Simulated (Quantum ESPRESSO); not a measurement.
**SiO: phonons at points of the zone under several settings**

```
Si O
1.0
     2.80697    0.00000    0.00000
     0.00000    2.80697    0.00000
     0.00000    0.00000    2.80697
Si O
1 1
Direct
  0.00000 0.00000 0.00000
  0.50000 0.50000 0.50000
```

The cell was built by a generator and needn't be a form met in nature.

All runs used Quantum ESPRESSO 7.5; potentials GBRV 1.5 PBE; k mesh 6 × 6 × 6, shifted; relaxed cell; no spin polarisation; cutoff 612 eV; occupations smeared at first, fixed for the response.

```tsv
level	point	frequencies (cm⁻¹)
PBE	Γ (0.000, 0.000, 0.000)	460i 460i 460i 0 0 0
PBE	M (0.500, 0.500, 0.000)	?
PBE	R (0.500, 0.500, 0.500)	120 120 120 245 245 245
PBE	X (0.000, 0.500, 0.000)	253i 253i 216i 216i 316 328
```

What stands in the row left open?

Frequencies 819i 819i 499i 332i 182 182 cm⁻¹.

Values marked i are imaginary: the cell is unstable against those modes at that level, or the meshes are too thin.

Caveats: some modes are imaginary (some runs).

For the row left open. Caveat: some modes are imaginary.
